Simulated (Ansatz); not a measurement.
# ZnSe2: the cost of one run

Computed with Ansatz 0.2.0 (DFT LDA, scalar-relativistic, plane waves, PAW, unless a step's input says otherwise).

3 further runs of the same task are left out: 3 set aside as unsound or not needed.

## (1) The system as given

The structure is cubic, space group Pa-3 (No. 205). The conventional cell has a = 6.173 Å, b = 6.173 Å, c = 6.173 Å, α = 90.00°, β = 90.00°, γ = 90.00°. Zn (site symmetry -3) is surrounded by 6 Se at 2.59 Å. Se (site symmetry 3) has 1 Se at 2.37 Å and 3 Zn at 2.59 Å in its first shell of neighbours.

Coordinates:

```cif
data_structure
_symmetry_space_group_name_H-M 'P 1'
_symmetry_Int_Tables_number 1
_cell_length_a 6.1726
_cell_length_b 6.1726
_cell_length_c 6.1726
_cell_angle_alpha 90.000
_cell_angle_beta 90.000
_cell_angle_gamma 90.000
_cell_volume 235.19
loop_
_atom_site_label
_atom_site_type_symbol
_atom_site_fract_x
_atom_site_fract_y
_atom_site_fract_z
_atom_site_occupancy
Zn1 Zn 0.50000 0.50000 0.00000 1
Zn2 Zn 0.50000 0.00000 0.50000 1
Zn3 Zn 0.00000 0.50000 0.50000 1
Zn4 Zn 0.00000 0.00000 0.00000 1
Se1 Se 0.11063 0.88937 0.38937 1
Se2 Se 0.88937 0.38937 0.11063 1
Se3 Se 0.38937 0.11063 0.88937 1
Se4 Se 0.61063 0.61063 0.61063 1
Se5 Se 0.88937 0.11063 0.61063 1
Se6 Se 0.11063 0.61063 0.88937 1
Se7 Se 0.61063 0.88937 0.11063 1
Se8 Se 0.38937 0.38937 0.38937 1
```

It goes back to an entry of the Materials Project, which need not be the stable form.

It is the result of an earlier relaxation at this level (volume 19.60 Å³/atom; gap on the mesh: 0.65 eV).

## (2) Optical spectrum

input.yaml reads:

```yaml
crystal:
  lattice:
    - [6.1726348124, 0.0, 0.0]
    - [0.0, 6.1726348124, 0.0]
    - [0.0, 0.0, 6.1726348124]
  atoms:
    - { symbol: Zn, position: [0.5, 0.5, 0.0] }
    - { symbol: Zn, position: [0.5, 0.0, 0.5] }
    - { symbol: Zn, position: [0.0, 0.5, 0.5] }
    - { symbol: Zn, position: [0.0, 0.0, 0.0] }
    - { symbol: Se, position: [0.1106348264, 0.8893651736, 0.3893651736] }
    - { symbol: Se, position: [0.8893651736, 0.3893651736, 0.1106348264] }
    - { symbol: Se, position: [0.3893651736, 0.1106348264, 0.8893651736] }
    - { symbol: Se, position: [0.6106348264, 0.6106348264, 0.6106348264] }
    - { symbol: Se, position: [0.8893651736, 0.1106348264, 0.6106348264] }
    - { symbol: Se, position: [0.1106348264, 0.6106348264, 0.8893651736] }
    - { symbol: Se, position: [0.6106348264, 0.8893651736, 0.1106348264] }
    - { symbol: Se, position: [0.3893651736, 0.3893651736, 0.3893651736] }
basis:
  ecutwfc: 420
kpoints:
  mp_grid: { grid: [6, 6, 6] }
hamiltonian:
  xc: lda
scf:
  occupations: { method: gaussian, width: 0.01 }
  n_extra_bands: 48
output:
  eigenvalues: true
  optics: { e_range: [0, 14], sigma: 0.1, nscf_kmesh: { grid: [8, 8, 8] } }
checkpoint:
  read: start.run
  write: ck
  compress: false
  write_wavefunctions: false
  write_every: 100000
```

Started as:

```console
$ ansatz run input.yaml --threads 4 --pin off --max-ram 12288MiB --backend cpu --events-out ev --progress --plain --runs-dir out
```

Q: Estimate wall time and peak memory on 4 threads of Intel Xeon at 2.50GHz (Skylake/Cascade Lake), shared host.

About 9 min, with a peak of 4.8 GiB.
